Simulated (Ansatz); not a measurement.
**Lu2Ir2O7 (Fd-3m): which magnetic order lies lowest**

Aim: at the geometry relaxed with parallel moments, start Lu2Ir2O7 (Fd-3m) in several magnetic orders and compare their energies.

Computed with Ansatz 0.2.0 (DFT PBE, scalar-relativistic, plane waves, PAW, unless a step's input says otherwise).

4 further runs of the same task are left out: 4 set aside as unsound or not needed.

## (1) The system as given

Symmetry: Fd-3m, No. 227, cubic system. Conventional cell: a = 10.147 Å, b = 10.147 Å, c = 10.147 Å, α = 90.00°, β = 90.00°, γ = 90.00°. Lu (site symmetry -3m) is surrounded by 8 O at 2.20 to 2.43 Å. Ir (site symmetry -3m) is surrounded by 6 O at 2.01 Å. O (site symmetry 2mm) is surrounded by 2 Ir at 2.01 Å and 2 Lu at 2.43 Å. O (site symmetry -43m) has 4 Lu at 2.20 Å as nearest neighbours.

Coordinates:

```
CELL_PARAMETERS angstrom
0.00000 5.07349 5.07349
5.07349 0.00000 5.07349
5.07349 5.07349 0.00000
ATOMIC_POSITIONS crystal
Lu 0.12500 0.62500 0.62500
Lu 0.62500 0.12500 0.62500
Lu 0.62500 0.62500 0.12500
Lu 0.62500 0.62500 0.62500
Ir 0.62500 0.12500 0.12500
Ir 0.12500 0.62500 0.12500
Ir 0.12500 0.12500 0.62500
Ir 0.12500 0.12500 0.12500
O 0.21410 0.21410 0.78590
O 0.78590 0.78590 0.21410
O 0.21410 0.78590 0.21410
O 0.78590 0.21410 0.78590
O 0.78590 0.21410 0.21410
O 0.21410 0.78590 0.78590
O 0.03590 0.03590 0.46410
O 0.46410 0.46410 0.03590
O 0.03590 0.46410 0.03590
O 0.46410 0.03590 0.46410
O 0.46410 0.03590 0.03590
O 0.03590 0.46410 0.46410
O 0.75000 0.75000 0.75000
O 0.50000 0.50000 0.50000
```

An earlier run at PBE left this cell at 11.872 Å³/atom and 0.00 GPa (4×4×4 mesh).

## (2) Ferrimagnetic, in the cell as typed

Contents of input.yaml:

```yaml
crystal:
  lattice:
    - [0.0, 5.073493561, 5.073493561]
    - [5.073493561, 0.0, 5.073493561]
    - [5.073493561, 5.073493561, 0.0]
  atoms:
    - { symbol: Lu, position: [0.125, 0.625, 0.625] }
    - { symbol: Lu, position: [0.625, 0.125, 0.625] }
    - { symbol: Lu, position: [0.625, 0.625, 0.125] }
    - { symbol: Lu, position: [0.625, 0.625, 0.625] }
    - { symbol: Ir, position: [0.625, 0.125, 0.125], spin: 1.0 }
    - { symbol: Ir, position: [0.125, 0.625, 0.125], spin: 1.0 }
    - { symbol: Ir, position: [0.125, 0.125, 0.625], spin: 1.0 }
    - { symbol: Ir, position: [0.125, 0.125, 0.125], spin: -1.0 }
    - { symbol: O, position: [0.2140982667, 0.2140982667, 0.7859017333] }
    - { symbol: O, position: [0.7859017333, 0.7859017333, 0.2140982667] }
    - { symbol: O, position: [0.2140982667, 0.7859017333, 0.2140982667] }
    - { symbol: O, position: [0.7859017333, 0.2140982667, 0.7859017333] }
    - { symbol: O, position: [0.7859017333, 0.2140982667, 0.2140982667] }
    - { symbol: O, position: [0.2140982667, 0.7859017333, 0.7859017333] }
    - { symbol: O, position: [0.0359017333, 0.0359017333, 0.4640982667] }
    - { symbol: O, position: [0.4640982667, 0.4640982667, 0.0359017333] }
    - { symbol: O, position: [0.0359017333, 0.4640982667, 0.0359017333] }
    - { symbol: O, position: [0.4640982667, 0.0359017333, 0.4640982667] }
    - { symbol: O, position: [0.4640982667, 0.0359017333, 0.0359017333] }
    - { symbol: O, position: [0.0359017333, 0.4640982667, 0.4640982667] }
    - { symbol: O, position: [0.75, 0.75, 0.75] }
    - { symbol: O, position: [0.5, 0.5, 0.5] }
basis:
  ecutwfc: 420
  ecutrho_ratio: 4
kpoints:
  mp_grid: { grid: [4, 4, 4] }
hamiltonian:
  xc: pbe
scf:
  occupations: { method: gaussian, width: 0.05 }
  lower_state_search: "off"
output:
  forces: true
  stress: true
  eigenvalues: true
  populations: true
magnetization:
  spin_polarized: true
```

On the command line:

```sh
$ ansatz run input.yaml --threads 8 --pin off --max-ram 22528MiB --backend cpu --events-out ev --progress --plain --runs-dir out
```

## (3) Antiferromagnetic, in the cell as typed

input.yaml: that of step 2 with these lines changed.

```diff
@@ -12,3 +12,3 @@
     - { symbol: Ir, position: [0.125, 0.625, 0.125], spin: 1.0 }
-    - { symbol: Ir, position: [0.125, 0.125, 0.625], spin: 1.0 }
+    - { symbol: Ir, position: [0.125, 0.125, 0.625], spin: -1.0 }
     - { symbol: Ir, position: [0.125, 0.125, 0.125], spin: -1.0 }
```

## (4) No spin polarisation

input.yaml: that of step 3 with these lines changed.

```diff
@@ -10,6 +10,6 @@
     - { symbol: Lu, position: [0.625, 0.625, 0.625] }
-    - { symbol: Ir, position: [0.625, 0.125, 0.125], spin: 1.0 }
-    - { symbol: Ir, position: [0.125, 0.625, 0.125], spin: 1.0 }
-    - { symbol: Ir, position: [0.125, 0.125, 0.625], spin: -1.0 }
-    - { symbol: Ir, position: [0.125, 0.125, 0.125], spin: -1.0 }
+    - { symbol: Ir, position: [0.625, 0.125, 0.125] }
+    - { symbol: Ir, position: [0.125, 0.625, 0.125] }
+    - { symbol: Ir, position: [0.125, 0.125, 0.625] }
+    - { symbol: Ir, position: [0.125, 0.125, 0.125] }
     - { symbol: O, position: [0.2140982667, 0.2140982667, 0.7859017333] }
@@ -37,3 +37,2 @@
   occupations: { method: gaussian, width: 0.05 }
-  lower_state_search: "off"
 output:
@@ -42,4 +41 @@
   eigenvalues: true
-  populations: true
-magnetization:
-  spin_polarized: true
```

(Steps that only read results are left out.)

Q: Predict the outcome of this session. Wanted: orders tried; lowest; next above it.

**Answer**, as computed:

```
            quantity                               value
        orders tried                                   4
              lowest                       ferromagnetic
largest moment there                             0.25 μB
       next above it  no spin polarisation, 0.3 meV/atom
```

Of the orders that kept their pattern, the lowest is: ferromagnetic. The next lies 0.3 meV/atom higher, too close to settle here. Where the order wasn't kept, moments died or turned during the run, so that row belongs to another state than the one started. Only these orders were tried, at zero temperature; the one found in experiment may not be among them. Spin–orbit coupling is left out, though the cell holds Ir; in elements this heavy it can shift levels and gaps by tenths of an eV.
